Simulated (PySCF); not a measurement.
**C₈H₂₀O₄Si: electronic structure in real space**

For C₈H₂₀O₄Si, the scripts below localise its valence orbitals and analyse its density (charges, bond critical points, surface potential).

Method: levels as typed in each script, gas phase, geometry from GFN2-xTB; program: PySCF 2.14.0.

### 1 The starting structure

SMILES `CCO[Si](OCC)(OCC)OCC`, 33 atoms, charge 0, spin multiplicity 1.

Bond lengths: C1–C2 1.521 Å, C1–H14 1.087 Å, C1–H15 1.087 Å, C1–H16 1.087 Å, C2–O3 1.410 Å, C2–H17 1.096 Å, C2–H18 1.095 Å, O3–Si4 1.623 Å, Si4–O5 1.623 Å, Si4–O8 1.623 Å, Si4–O11 1.623 Å, O5–C6 1.410 Å, C6–C7 1.521 Å, C6–H19 1.095 Å, C6–H20 1.096 Å, C7–H21 1.087 Å, C7–H22 1.087 Å, C7–H23 1.087 Å and more. Angles: C2–C1–H14 109.9°, C2–C1–H15 110.0°, C2–C1–H16 110.0°, H14–C1–H15 109.2°, H14–C1–H16 109.2°, H15–C1–H16 108.5°, C1–C2–O3 109.3°, C1–C2–H17 110.4°, C1–C2–H18 110.6°, O3–C2–H17 109.6°, O3–C2–H18 108.8°, H17–C2–H18 108.1°, C2–O3–Si4 127.4°, O3–Si4–O5 106.7°, O3–Si4–O8 106.7°, O3–Si4–O11 115.1°, O5–Si4–O8 115.2°, O5–Si4–O11 106.6° and more.

Coordinates:

```xyz
33

C    -2.5678   -2.4434    1.7832
C    -1.7593   -1.9955    0.5750
O    -0.8713   -0.9704    0.9625
Si   -0.0040    0.0005   -0.0062
O     0.8526    0.9815    0.9617
C     1.7570    0.6070    1.9771
C     2.5507    1.8278    2.4167
O     0.8793   -0.9657   -0.9648
C     1.8140   -0.5765   -1.9467
C     2.6172   -1.7918   -2.3851
O    -0.8789    0.9593   -0.9805
C    -1.8015    1.9520   -0.5886
C    -2.5889    2.4154   -1.8047
H    -3.2481   -3.2416    1.4984
H    -3.1419   -1.6090    2.1773
H    -1.9016   -2.8020    2.5630
H    -2.4240   -1.6270   -0.2146
H    -1.1789   -2.8301    0.1680
H     1.1916    0.1911    2.8176
H     2.4296   -0.1723    1.6014
H     3.1029    2.2355    1.5740
H     3.2495    1.5528    3.2022
H     1.8762    2.5936    2.7897
H     2.4777    0.1929   -1.5364
H     1.2754   -0.1427   -2.7958
H     3.3435   -1.5034   -3.1403
H     1.9529   -2.5462   -2.7973
H     3.1391   -2.2200   -1.5333
H    -1.2531    2.7881   -0.1423
H    -2.4769    1.5438    0.1718
H    -3.1269    1.5781   -2.2411
H    -3.3001    3.1842   -1.5146
H    -1.9123    2.8182   -2.5532
```

### 2 Localised orbitals (B3LYP/6-31g*)

Input file input.py:

```python
import numpy as np
from pyscf import gto, scf, dft, lo
from pyscf.data.elements import chemcore

def solve(mol, dm0=None, hcore=None):
    mf = (dft.UKS if mol.spin else dft.RKS)(mol, xc='b3lyp')
    mf.grids.level = 3
    mf = mf.density_fit(auxbasis='def2-universal-jkfit')
    mf.conv_tol, mf.max_cycle = 1e-8, 80
    if hcore is not None:
        mf.get_hcore = lambda *args: hcore
    mf.kernel(dm0)
    if not mf.converged:
        mf = mf.newton().run(mf.mo_coeff, mf.mo_occ, max_cycle=30)
    assert mf.converged, 'SCF not converged'
    return mf

mol = gto.M(atom='''
C     -2.56783    -2.44341     1.78319
C     -1.75933    -1.99549     0.57496
O     -0.87135    -0.97038     0.96245
Si    -0.00398     0.00054    -0.00622
O      0.85259     0.98153     0.96175
C      1.75695     0.60698     1.97713
C      2.55068     1.82784     2.41671
O      0.87934    -0.96571    -0.96479
C      1.81400    -0.57650    -1.94673
C      2.61720    -1.79179    -2.38514
O     -0.87886     0.95930    -0.98045
C     -1.80152     1.95203    -0.58863
C     -2.58889     2.41543    -1.80466
H     -3.24806    -3.24162     1.49844
H     -3.14191    -1.60896     2.17729
H     -1.90162    -2.80204     2.56296
H     -2.42402    -1.62697    -0.21458
H     -1.17888    -2.83011     0.16801
H      1.19155     0.19109     2.81755
H      2.42961    -0.17232     1.60135
H      3.10287     2.23553     1.57398
H      3.24946     1.55282     3.20219
H      1.87622     2.59365     2.78972
H      2.47774     0.19286    -1.53635
H      1.27544    -0.14272    -2.79579
H      3.34350    -1.50342    -3.14031
H      1.95287    -2.54624    -2.79729
H      3.13913    -2.22004    -1.53332
H     -1.25312     2.78814    -0.14229
H     -2.47694     1.54381     0.17177
H     -3.12695     1.57809    -2.24109
H     -3.30008     3.18419    -1.51459
H     -1.91233     2.81821    -2.55323
''', basis='6-31g*', charge=0, spin=0, verbose=4)
mf = solve(mol)
occ_all = mf.mo_coeff[:, mf.mo_occ > 0]
occ = occ_all[:, chemcore(mol):]
pm = lo.PM(mol, occ, pop_method='meta_lowdin')
loc = pm.kernel()
for _ in range(5):
    new, stable = pm.stability_jacobi(return_status=True)
    if stable:
        break
    loc = pm.kernel(new)
fock, s = mf.get_fock(), mf.get_ovlp()
ortho = lo.orth_ao(mol, 'meta_lowdin')
labels = mol.ao_labels(fmt=None)
vir = loc[:, :0]
both = np.hstack([loc, vir])
p = (ortho.T @ s @ both) ** 2
pop = np.array([p[[l[0] == a for l in labels]].sum(0) for a in range(mol.natm)])
spd = np.array([[p[[l[0] == a and l[2][-1] == k for l in labels]].sum(0) for k in 'spd'] for a in range(mol.natm)])
eps = np.einsum('pi,pq,qi->i', both, fock, both)
for i in np.argsort(eps):
    top = np.argsort(-pop[:, i])[:3]
    print('%3d %s %9.4f Eh ' % (i + 1, 'occ' if i < loc.shape[1] else 'vir', eps[i]), '  '.join('%s%d %.3f' % (mol.atom_symbol(a), a + 1, pop[a, i]) for a in top))
np.savez('result.npz', c=both, nocc=loc.shape[1], pop=pop, spd=spd, eps=eps, e=mf.e_tot)
```

Run with:

```bash
$ OMP_NUM_THREADS=1 python input.py
```

### 4 Density, bond paths and surface potential (M06-2X/6-31g*)

input.py: that of step 2 with these lines changed.

```diff
@@ -1,7 +1,8 @@
 import numpy as np
-from pyscf import gto, scf, dft, lo
-from pyscf.data.elements import chemcore
+from pyscf import gto, scf, dft
+from pyscf.scf import atom_ks, atom_hf
+from scipy.linalg import block_diag
 
 def solve(mol, dm0=None, hcore=None):
-    mf = (dft.UKS if mol.spin else dft.RKS)(mol, xc='b3lyp')
+    mf = (dft.UKS if mol.spin else dft.RKS)(mol, xc='m062x')
     mf.grids.level = 3
@@ -53,23 +54,6 @@
 mf = solve(mol)
-occ_all = mf.mo_coeff[:, mf.mo_occ > 0]
-occ = occ_all[:, chemcore(mol):]
-pm = lo.PM(mol, occ, pop_method='meta_lowdin')
-loc = pm.kernel()
-for _ in range(5):
-    new, stable = pm.stability_jacobi(return_status=True)
-    if stable:
-        break
-    loc = pm.kernel(new)
-fock, s = mf.get_fock(), mf.get_ovlp()
-ortho = lo.orth_ao(mol, 'meta_lowdin')
-labels = mol.ao_labels(fmt=None)
-vir = loc[:, :0]
-both = np.hstack([loc, vir])
-p = (ortho.T @ s @ both) ** 2
-pop = np.array([p[[l[0] == a for l in labels]].sum(0) for a in range(mol.natm)])
-spd = np.array([[p[[l[0] == a and l[2][-1] == k for l in labels]].sum(0) for k in 'spd'] for a in range(mol.natm)])
-eps = np.einsum('pi,pq,qi->i', both, fock, both)
-for i in np.argsort(eps):
-    top = np.argsort(-pop[:, i])[:3]
-    print('%3d %s %9.4f Eh ' % (i + 1, 'occ' if i < loc.shape[1] else 'vir', eps[i]), '  '.join('%s%d %.3f' % (mol.atom_symbol(a), a + 1, pop[a, i]) for a in top))
-np.savez('result.npz', c=both, nocc=loc.shape[1], pop=pop, spd=spd, eps=eps, e=mf.e_tot)
+mf.analyze()
+# spherically averaged free atoms, for the promolecule
+atm = atom_ks.get_atm_nrks(mol, xc='m062x')
+pro = block_diag(*[(atm[a[0]][2] * atm[a[0]][3]) @ atm[a[0]][2].T for a in mol._atom])
+np.savez('result.npz', e=mf.e_tot, c=mf.mo_coeff, occ=mf.mo_occ, eps=mf.mo_energy, pro=pro, dip=mf.dip_moment(verbose=0), s2=mf.spin_square()[0])
```

(Steps that only read results are left out.)

Q: Predict the outcome of this session. Wanted: dipole moment; HOMO, LUMO.

As calculated:

| quantity | value |
| --- | --- |
| localised occupied orbitals above −45 eV (B3LYP/6-31g*) | 40 |
| dipole moment (M06-2X/6-31g*) | 0.05 D |
| HOMO, LUMO (M06-2X/6-31g*) | -9.35, 2.88 eV |

**Reading.** At M06-2X/6-31g*: The highest Hirshfeld charge is on Si4 (+0.52 e), the lowest on O3, O5, O8 and O11 (−0.25 e). All values hold at the given geometry, in the gas phase.
